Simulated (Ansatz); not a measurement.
# W (Tungsten) (100): surface energy and levels

Aim: for W (Tungsten), cut the (100) surface, relax it and get its surface energy and levels.

Method: DFT PBE, scalar-relativistic, plane waves, PAW, in Ansatz 0.2.0.

1 further run of the same task is left out (set aside as unsound or not needed).

### 1 The structure to begin with

The structure is cubic, space group Im-3m (No. 229). Conventional cell: a = 3.184 Å, b = 3.184 Å, c = 3.184 Å, α = 90.00°, β = 90.00°, γ = 90.00°. W (site symmetry m-3m) is surrounded by 8 W at 2.76 Å.

Structure file:

```cif
data_structure
_symmetry_space_group_name_H-M 'Im-3m'
_symmetry_Int_Tables_number 229
_cell_length_a 3.1836
_cell_length_b 3.1836
_cell_length_c 3.1836
_cell_angle_alpha 90.000
_cell_angle_beta 90.000
_cell_angle_gamma 90.000
_cell_volume 32.27
loop_
_atom_site_label
_atom_site_type_symbol
_atom_site_symmetry_multiplicity
_atom_site_Wyckoff_symbol
_atom_site_fract_x
_atom_site_fract_y
_atom_site_fract_z
_atom_site_occupancy
W1 W 2 a 0.00000 0.00000 0.00000 1
```

It is the result of an earlier relaxation at this level (volume 16.13 Å³/atom; gap on the mesh: none (metal)).

Bulk energy on matching settings, from an earlier run: -10384.8228 eV/atom.

### 2 The (100) slab

Miller indices refer to the conventional cell of the relaxed bulk, Im-3m (No. 229): a = 3.184 Å, b = 3.184 Å, c = 3.184 Å, α = 90.00°, β = 90.00°, γ = 90.00°.

The slab is a (100) slab, 4.8 Å thick as cut, with 15 Å of vacuum; its outer planes are W (top) and W (bottom).

The slab as cut. Its planes from the bottom up:

```
plane  atoms per cell  height over the lowest (Å)
    1               W                        0.00
    2               W                        1.59
    3               W                        3.18
    4               W                        4.78
```

### 3 Single point on the unrelaxed (100) slab

A dipole layer in the vacuum cancels the field that periodic copies would set up if the slab's two faces differ.

The input, input.yaml:

```yaml
crystal:
  lattice:
    - [3.1835553858, 0.0, 0.0]
    - [0.0, 3.1835553858, 0.0]
    - [0.0, 0.0, 19.7753330787]
  atoms:
    - { symbol: W, position: [0.5, 0.5, 0.3792603629] }
    - { symbol: W, position: [0.0, 0.0, 0.4597534543] }
    - { symbol: W, position: [0.5, 0.5, 0.5402465457] }
    - { symbol: W, position: [0.0, 0.0, 0.6207396371] }
basis:
  ecutwfc: 420
kpoints:
  mp_grid: { grid: [11, 11, 1] }
hamiltonian:
  xc: pbe
scf:
  occupations: { method: gaussian, width: 0.1 }
output:
  forces: true
  stress: true
  eigenvalues: true
  write_density: true
  write_potential: true
  elf: true
  volumetric_format: npy
efield:
  axis: 3
  dipole_correction: true
```

On the command line:

```sh
$ ansatz run input.yaml --threads 1 --pin off --max-ram 2560MiB --backend cpu --events-out ev --progress --plain --runs-dir out
```

The program printed, shortened:

```text
Warning: RAYON_NUM_THREADS=1 ignored (pool sized by the plan → 1); use --threads N
[...]
Pseudopotentials: kind: paw
Pseudopotential: W, paw, valence charge 14, recommended cutoff 420 eV (normal), W.paw.azcp
Functional definition: PBE
[...]
Crystal: 4 atoms, lattice volume = 200.423 Å³
Basis set: ecut = 420 eV, 3915 PW (Γ), exchange–correlation on 48×48×270 points (8 copies of the dense FFT grid, shifted against one another)
Bands: 34, of which v1, the nominal top of the filled ones, is band 28 counted from 1 (27 counted from 0)
Symmetry: 8 space group operations
k-points: 21 of 121
[...]
SCF iter   1: F=—  HF=-41533.825526 eV  |F-HF|=—  |Δ(HF+E_count)|=         —  Δρ=5.97e-3  dr2=2.39e-1  ethr=1.77e-3  p=0.000 e·Å  D=1.62e-13 V/Å  ΔV_dip=-0.00 eV  dr2_dipole=3.14e-7  V_vac-E_F(+/−)=4.46/4.46 eV  ⟨swp⟩=7.9  Hψ=3454  notcnv=0
[...]
SCF iter   8: F=-41533.797178 eV  HF=-41533.797178 eV  |F-HF|=7.14e-8  |Δ(HF+E_count)|=   5.76e-7  Δρ=3.99e-6  dr2=4.50e-8  ethr=1.79e-10  p=-0.000 e·Å  D=-2.51e-8 V/Å  ΔV_dip=0.00 eV  dr2_dipole=3.88e-14  V_vac-E_F(+/−)=4.16/4.16 eV  ⟨swp⟩=15.2  Hψ=6586  notcnv=0
[...]
WARN: The output density's exchange-correlation potential varies sharply where the density is thin. Do not read a vacuum level from v_tot or v_xc, or from such a field of the output density. On a cell that repeats whose density bears no net charge and no dipole along the vacuum's axis use [...]
SCF converged after 8 iterations
Free energy (F): -41533.797178 eV
[...]
E sigma→0 (E₀):  -41533.783761 eV
Entropy (-TS):   -0.026834 eV (-6.709 meV/atom)
Fermi energy:    4.375952 eV
Dipole field:    D = -0.000000 V/Å  (p = -0.000000 e·Å, saw-weighted, corrected)
Work function:   Φ+ = 4.1571 eV   Φ− = 4.1571 eV
Levels:          The Fermi level and band energies are counted from a zero that moves with the ramp; work functions are not
[...]
--- Forces (eV/Å), atoms counted from 1 ---
  atom   1  W     -0.00000000     0.00000000     1.81740082
  atom   2  W     -0.00000000     0.00000000    -2.02993452
  atom   3  W     -0.00000000     0.00000000     2.02993389
  atom   4  W     -0.00000000     0.00000000    -1.81739901
[...]
--- Stress (GPa, compression-positive) ---
       -7.189536       0.000000      -0.000000
        0.000000      -7.189536       0.000000
       -0.000000       0.000000      -4.354332
  P = ⅓ Tr σ = -6.2445 GPa (-62.445 kbar)
--- Band table (eV; the first three rows and the last of 21) ---
[...]
```

Run time: 29 s. Hardware: 1 thread of Arm Neoverse N1, shared host; peak memory 0.41 GiB.

Read from this run: work function 4.16 eV.

Density in a lattice plane of the grid's cell (edges 3.18 and 19.78 Å, at 0.000 of the third edge), which holds W.

Ten even steps from ' ' (0.00 e/Å³) to '@' (4.85 e/Å³):
```
            
            
            
            
            
            
%%==      ==
@@++      ++
            
--..      ..
@@%%      %%
            
            
            
            
            
            
            
            
            
```
Columns run along the first of these edges and rows up along the second, over one cell in 6 and 20 even steps from the bottom left corner. Atoms in the plane (fractional): W at (0.00, 0.46), W at (0.00, 0.62).

ELF in the same plane.

Ten even steps from '0' (0.00) to '9' (0.68):
```
000000
000000
000000
000000
001110
112421
983538
793639
466566
645754
292529
246664
555555
333433
111111
000000
000000
000000
000000
000000
```
Columns run along the first of these edges and rows up along the second, over one cell in 6 and 20 even steps from the bottom left corner. Atoms in the plane (fractional): W at (0.00, 0.46), W at (0.00, 0.62).

Both are smooth fields of the valence electrons: close to the nuclei they are not physical.

The highest ELF values outside the cores: 0.50 between the atoms, 1.7 Å from W.

### 4 All atoms of the slab relaxed

Changes to input.yaml since step 3:

```diff
@@ -20,3 +20,2 @@
   forces: true
-  stress: true
   eigenvalues: true
@@ -26,2 +25,6 @@
   volumetric_format: npy
+relax:
+  adjacent_minimum: "off"
+  f_tol: 0.02
+  max_steps: 60
 efield:
```

On the command line:

```sh
$ ansatz run input.yaml --threads 1 --pin off --max-ram 2560MiB --backend cpu --events-out ev --progress --plain --runs-dir out
```

The program printed:

```text
Warning: RAYON_NUM_THREADS=1 ignored (pool sized by the plan → 1); use --threads N
Engine: ansatz 0.2.0, aarch64-unknown-linux-gnu
[... 3 set-up lines as earlier in the session ...]
  parameter kappa = 0.804
  parameter beta = 0.06672455060314922
  exchange = pbe_x(kappa = kappa, mu = beta*pi^2/3)
  correlation = pbe_c(beta = beta)
Crystal: 4 atoms, lattice volume = 200.423 Å³
Basis set: ecut = 420 eV, 3915 PW (Γ), exchange–correlation on 48×48×270 points (8 copies of the dense FFT grid, shifted against one another)
Bands: 34, of which v1, the nominal top of the filled ones, is band 28 counted from 1 (27 counted from 0)
[... 1 set-up line as earlier in the session ...]
k-points: 21 of 121
Non-local potential: W, projectors of the file, l = 0: 3, l = 1: 2, l = 2: 2, l = 3: 1
PAW form: soft (Blöchl's): semilocal exchange-correlation on the pseudo side does not see the compensation charge
PAW one-centre angular grid: W, 590 points (default); XC on 64 Gauss nodes
Initial density: superposition of atomic densities (neutral atoms: chi_scale 0, normalization atom), corrected by the library's trained network
Initial wavefunctions: pseudopotential atomic-orbital guess
Functional: x = pbe(κ = 0.804, μ = 0.2195149727645171), c = pbe(β = 0.06672455060314922)
SCF iter   1: F=—  HF=-41533.825526 eV  |F-HF|=—  |Δ(HF+E_count)|=         —  Δρ=5.97e-3  dr2=2.39e-1  ethr=1.77e-3  p=0.000 e·Å  D=1.83e-13 V/Å  ΔV_dip=-0.00 eV  dr2_dipole=3.14e-7  V_vac-E_F(+/−)=4.46/4.46 eV  ⟨swp⟩=7.9  Hψ=3454  notcnv=0
efield: sawtooth ramp at fractional position 0.9500 (placed from the atoms, in the widest stretch of the axis that holds none; the zero of the levels goes with the place), width 0.1000; the density the first Hamiltonian is built on has a dipole p = 0.000 e·Å; the dipole correction subtracts the counter field D = 1.83e-13 V/Å, which shifts the + side's vacuum level by -0.00 eV against the − side's; the planar-averaged density in the ramp window peaks in size at 1.1e-4 e/Å³
preconditioner: auto → LDOS  [metal: Δε(μ)=0.032 eV  Ē_g=3.976 eV  σ=0.100 eV  W_gap=0.17  n_scr=40 (ndim 8)  ℏωp=12.8 eV  f_vac=0.560  D(μ)=4.80/eV (n_scr^D=32)  β→1.0]
SCF iter   2: F=—  HF=-41533.796222 eV  |F-HF|=—  |Δ(HF+E_count)|=   2.93e-2  Δρ=2.38e-3  dr2=3.77e-2  ethr=4.27e-4  p=-0.000 e·Å  D=-6.68e-5 V/Å  ΔV_dip=0.00 eV  dr2_dipole=1.13e-6  V_vac-E_F(+/−)=4.13/4.13 eV  ⟨swp⟩=2.3  Hψ=1208  notcnv=0  defer=14
SCF iter   3: F=—  HF=-41533.797123 eV  |F-HF|=—  |Δ(HF+E_count)|=   9.01e-4  Δρ=8.66e-4  dr2=6.73e-3  ethr=6.74e-5  p=-0.000 e·Å  D=-1.13e-5 V/Å  ΔV_dip=0.00 eV  dr2_dipole=1.63e-8  V_vac-E_F(+/−)=4.19/4.19 eV  ⟨swp⟩=2.2  Hψ=1110  notcnv=0  defer=14
SCF iter   4: F=—  HF=-41533.797082 eV  |F-HF|=—  |Δ(HF+E_count)|=   4.08e-5  Δρ=3.39e-4  dr2=3.38e-4  ethr=1.20e-5  p=-0.000 e·Å  D=-2.14e-6 V/Å  ΔV_dip=0.00 eV  dr2_dipole=1.82e-9  V_vac-E_F(+/−)=4.17/4.17 eV  ⟨swp⟩=2.1  Hψ=941  notcnv=0  defer=7
SCF iter   5: F=—  HF=-41533.797151 eV  |F-HF|=—  |Δ(HF+E_count)|=   6.84e-5  Δρ=1.36e-4  dr2=7.50e-5  ethr=6.04e-7  p=-0.000 e·Å  D=-1.96e-6 V/Å  ΔV_dip=0.00 eV  dr2_dipole=8.96e-12  V_vac-E_F(+/−)=4.16/4.16 eV  ⟨swp⟩=3.0  Hψ=1235  notcnv=0  defer=7
SCF iter   6: F=-41533.797177 eV  HF=-41533.797171 eV  |F-HF|=5.94e-6  |Δ(HF+E_count)|=   2.04e-5  Δρ=4.22e-5  dr2=2.57e-6  ethr=1.79e-8  p=-0.000 e·Å  D=-2.59e-7 V/Å  ΔV_dip=0.00 eV  dr2_dipole=8.22e-11  V_vac-E_F(+/−)=4.16/4.16 eV  ⟨swp⟩=17.6  Hψ=7607  notcnv=0
SCF 1 converged in 6 iterations: F = -41533.797177 eV  dr2 = 2.57e-6
relax step   1: F+E_penalty+E_count = -41533.79717706 eV  Δ(F+E_penalty+E_count) = +0.000e0 eV  max|allowed force component| = 2.031e0 eV/Å  Δτ_max = 0.0000 Å  (6 SCF iters, dr2 threshold 1.00e-5 eV, accepted)
[... 12 lines left out ...]
relax step   2: F+E_penalty+E_count = -41534.23807949 eV  Δ(F+E_penalty+E_count) = -4.409e-1 eV  max|allowed force component| = 9.155e-1 eV/Å  Δτ_max = 0.1947 Å  (6 SCF iters, dr2 threshold 1.00e-4 eV, accepted)
[... 8 lines left out ...]
relax step   3: F+E_penalty+E_count = -41534.27586505 eV  Δ(F+E_penalty+E_count) = -3.779e-2 eV  max|allowed force component| = 3.666e-1 eV/Å  Δτ_max = 0.0723 Å  (5 SCF iters, dr2 threshold 5.24e-5 eV, accepted)
[... 9 lines left out ...]
relax step   4: F+E_penalty+E_count = -41534.29588869 eV  Δ(F+E_penalty+E_count) = -2.002e-2 eV  max|allowed force component| = 1.443e-1 eV/Å  Δτ_max = 0.0508 Å  (5 SCF iters, dr2 threshold 2.15e-5 eV, accepted)
[... 9 lines left out ...]
relax step   5: F+E_penalty+E_count = -41534.29758070 eV  Δ(F+E_penalty+E_count) = -1.692e-3 eV  max|allowed force component| = 1.121e-2 eV/Å  Δτ_max = 0.0126 Å  (5 SCF iters, dr2 threshold 3.23e-6 eV, accepted)
[... 7 lines left out ...]
relax step   6: F+E_penalty+E_count = -41534.29758104 eV  Δ(F+E_penalty+E_count) = -3.445e-7 eV  max|allowed force component| = 1.085e-2 eV/Å  Δτ_max = 0.0000 Å  (3 SCF iters, accepted)
WARN: The output density's exchange-correlation potential varies sharply where the density is thin. Do not read a vacuum level from v_tot or v_xc, or from such a field of the output density. On a cell that repeats whose density bears no net charge and no dipole along the vacuum's axis use v_es (v_loc + v_h of the components); under efield.dipole_correction with no amplitude use v_es + v_field, which holds any external_charges[].barrier, or the levels of the report's work_function block, which leave it out; under a non-zero efield.amplitude the vacuum is tilted and has no level; on a cell that repeats and bears such a dipole with no correction it is tilted too, and efield.dipole_correction with no amplitude gives each side of its ramp a level where efield: is served; in a cell that repeats whose density bears a net charge (total_charge, or a fill off its count) it is curved and has none; of a slab under crystal.periodic whose density bears no net charge use v_es, which has a level on each side, short of where the two are joined; of another it falls or rises all the way out and has none; of a slab beside external_charges read slab_vacuum_level instead, which it has where they leave it neutral. The grid or the basis barely resolves most such structure, and the values can differ between equally converged runs; as a rule a tighter scf.convergence.dr2_threshold does not remove it. Where the density itself ripples (under the LDA too) a higher basis.ecutwfc lessens it. The files hold the spikes' plane waves up to the density's cutoff. Files: v_tot_of_output_density and the like, and their columns of v_z.tsv (output.write_potential); v_xc_of_output_density and the like, and their columns of v_comp_z.tsv (output.write_potential_components). Measured: with its Gaussian average of σ = 0.25 Å subtracted twice, the exchange-correlation potential is over 0.1 eV at 760 of the grid points where the equally averaged density (valence and model cores) is under 1e-3 e/Å³, and 0.595 eV at the most among them, at an averaged density of 1.0e-7 e/Å³. The input density's (outcome.potential() and, of a run that writes arrays, v_tot and v_xc) is over 0.1 eV, so measured, at 10 points of its own thin density, 0.136 eV at the most. See output.write_potential in the manual, Limitations
SCF converged after 3 iterations
Free energy (F): -41534.297581 eV
Harris-Foulkes:  -41534.297581 eV  (|F-HF|=1.53e-8)
Internal energy: -41534.272480 eV  (E = F + TS)
E sigma→0 (E₀):  -41534.285030 eV
Entropy (-TS):   -0.025101 eV (-6.275 meV/atom)
Fermi energy:    4.372688 eV
Dipole field:    D = 0.000001 V/Å  (p = 0.000001 e·Å, saw-weighted, corrected)
Work function:   Φ+ = 4.1006 eV   Φ− = 4.1007 eV
Levels:          The Fermi level and band energies are counted from a zero that moves with the ramp; work functions are not
--- Per-component energies (eV) ---
  E_band       = -1318.413860
  E_kinetic    = 1793.146032
  E_local      = -47200.492561  (includes V_loc(G=0)·N_el)
  E_nonlocal   = 8.481608
  E_hartree    = 22764.300566
  E_xc         = -1061.853964
  E_vxc        = -947.379210  (∫ρ·V_xc dr)
  E_paw        = -34250.978759  (= ΣΔE_a)
  E_vpaw       = -500.769379  (= ΣTr[D̂ρ^β])
  E_aug_tail   = -0.000227  (compensation charges beyond the density's cutoff)
  E_efield     = 0.000000  (sawtooth field / dipole correction)
  E_vefield    = 0.000000  (∫n·V_field dr)
  E_ewald      = 16413.124826
  E_smearing   = -0.025101  (= −TS)
  E_closure    = 0.000000  (closes the sum)
  Σ components = -41534.297581   (vs F -41534.297581, Δ=0.00e0)
--- Forces (eV/Å), atoms counted from 1 ---
  atom   1  W      0.00000000     0.00000000    -0.00725525
  atom   2  W      0.00000000     0.00000000     0.01084738
  atom   3  W      0.00000000     0.00000000    -0.01084659
  atom   4  W      0.00000000     0.00000000     0.00725332
  max |Σ_I F_I| component: 1.13e-6 eV/Å
--- Band table (eV; the first three rows and the last of 21) ---
  k-point 0: bands = ["-69.3813", "-69.3242", "-69.1449", "-69.1280", "-33.8856", "-33.8856", "-33.8509", "-33.8132", "-33.6985", "-33.6985", "-33.5125", "-33.1645", "-33.0756", "-33.0756", "-32.9642", "-32.9642", "-3.9451", "-1.6177", "-0.8137", "-0.1172", "0.4621", "0.6963", "3.5087", "3.6633", "3.6633", "4.0751", "4.2411", "4.2495", "4.2495", "4.2961", "4.4998", "5.4240", "5.4240", "6.3500"]
[... 3 lines left out ...]
--- Relaxed structure (6 steps of the walk, 6 accepted, 0 SCFs on fresh bases) ---
  F+E_penalty+E_count = -41534.29758104 eV   max|allowed force component| = 1.085e-2 eV/Å
  atoms:
    - { symbol: W, position: [0.5, 0.5, 0.3875507879783903] }
    - { symbol: W, position: [-1.0066945316475244e-34, 0.0, 0.45599600986331196] }
    - { symbol: W, position: [0.5, 0.5, 0.5440039879151403] }
    - { symbol: W, position: [7.136660764261792e-35, 0.0, 0.6124492142431572] }
```

Run time: 2.3 min. Hardware: 1 thread of Arm Neoverse N1, shared host; peak memory 0.42 GiB.

The steps of the relaxation:

| step | energy from step 1 (eV/cell) | largest force component (eV/Å) |
| --- | --- | --- |
| 1 | 0.0000 | 2.0309 |
| 2 | -0.4409 | 0.9155 |
| 3 | -0.4787 | 0.3666 |
| 4 | -0.4987 | 0.1443 |
| 5 | -0.5004 | 0.0112 |
| 6 | -0.5004 | 0.0108 |

Step 1 is the start.

This gives work function 4.10 eV.

Plane-averaged electrostatic potential energy of an electron across the slab, counted from the Fermi level:

z (Å), V (eV) and a bar:
```
     1.76       4.10 ##############################
     2.05       4.10 ##############################
     2.34       4.10 ##############################
     2.64       4.10 ##############################
     2.93       4.10 ##############################
     3.52       4.10 ##############################
     3.81       4.09 ##############################
     4.10       4.09 ##############################
     4.39       4.07 ##############################
     4.69       4.04 ##############################
     4.98       3.99 ##############################
     5.27       3.89 ##############################
     5.57       3.70 #############################
     6.15       2.66 ############################
     6.45       1.35 ##########################
     6.74      -1.30 ######################
     7.03      -6.37 ##############
     7.32     -11.69 ######
     7.62     -14.69 #
     7.91     -14.58 #
     8.20     -13.24 ###
     8.79     -14.82 #
     9.08     -15.04 
     9.37     -12.36 #####
     9.67      -8.38 ###########
     9.96      -7.06 #############
    10.25     -10.35 ########
    10.55     -14.02 ##
    10.84     -15.28 
    11.43     -13.05 ###
    11.72     -13.83 ##
    12.01     -14.99 
    12.30     -13.58 ###
    12.60      -9.19 #########
    12.89      -3.59 ##################
    13.18       0.29 ########################
    13.48       2.11 ###########################
    14.06       3.55 #############################
    14.36       3.81 ##############################
    14.65       3.95 ##############################
    14.94       4.02 ##############################
    15.23       4.06 ##############################
    15.53       4.08 ##############################
    15.82       4.09 ##############################
    16.11       4.10 ##############################
    16.70       4.10 ##############################
    16.99       4.10 ##############################
    17.29       4.10 ##############################
    17.58       4.10 ##############################
    17.87       4.10 ##############################
```

Density in a lattice plane of the grid's cell (edges 3.18 and 19.78 Å, at 0.000 of the third edge), which holds W.

Ten even steps from '0' (0.00 e/Å³) to '9' (4.76 e/Å³):
```
000000
000000
000000
000000
000000
000000
420002
971017
000000
210001
881018
000000
000000
000000
000000
000000
000000
000000
000000
000000
```
Columns run along the first of these edges and rows up along the second, over one cell in 6 and 20 even steps from the bottom left corner. Atoms in the plane (fractional): W at (1.00, 0.46), W at (0.00, 0.61).

ELF in the same plane.

Ten even steps from ' ' (0.00) to '@' (0.65):
```
            
            
            
            
            
....::--::..
@@**::==::**
--@@--##--@@
==**##**##**
++====**====
..@@::**::@@
::==######==
****++==++**
------------
....      ..
            
            
            
            
            
```
Columns run along the first of these edges and rows up along the second, over one cell in 6 and 20 even steps from the bottom left corner. Atoms in the plane (fractional): W at (1.00, 0.46), W at (0.00, 0.61).

Both are smooth fields of the valence electrons: close to the nuclei they are not physical.

Outside the cores ELF peaks at 0.52 between the atoms, 1.6 Å from W; 0.51 on the W–W line, 1.7 Å from W.

### 5 Surface energy and levels of (100)

γ = (E_slab − N E_bulk) / (2A); here N = 4 and A = 10.14 Å².

|  | as cut | relaxed |
| --- | --- | --- |
| surface energy, mean of both faces | 4.35 J/m² | 3.96 J/m² |
| work function | 4.16 eV | 4.10 eV |
| dipole along +c (e·Å/cell) | 0.000 | 0.000 |

How the layers moved (bottom to top):

```
plane  atoms  spacing to the next, as cut (Å)  relaxed (Å)  change (%)  rumpling (Å)
    1      W                            1.592        1.354       -15.0         0.000
    2      W                            1.592        1.740        +9.3         0.000
    3      W                            1.592        1.354       -15.0         0.000
    4      W                                                                   0.000
```

### 6 Summary of results

| quantity | value |
| --- | --- |
| surface energy, (100), cut with W on top | 3.96 J/m² |
| work function, (100), cut with W on top | 4.10 eV |

What this shows: On (100) the top spacing contracts by 15.0 %, and relaxation gains 0.396 J/m² a face. Inner planes relax by over 3 % too, so the slab is too thin to hold a bulk-like region. The runs treat W without spin-orbit coupling.
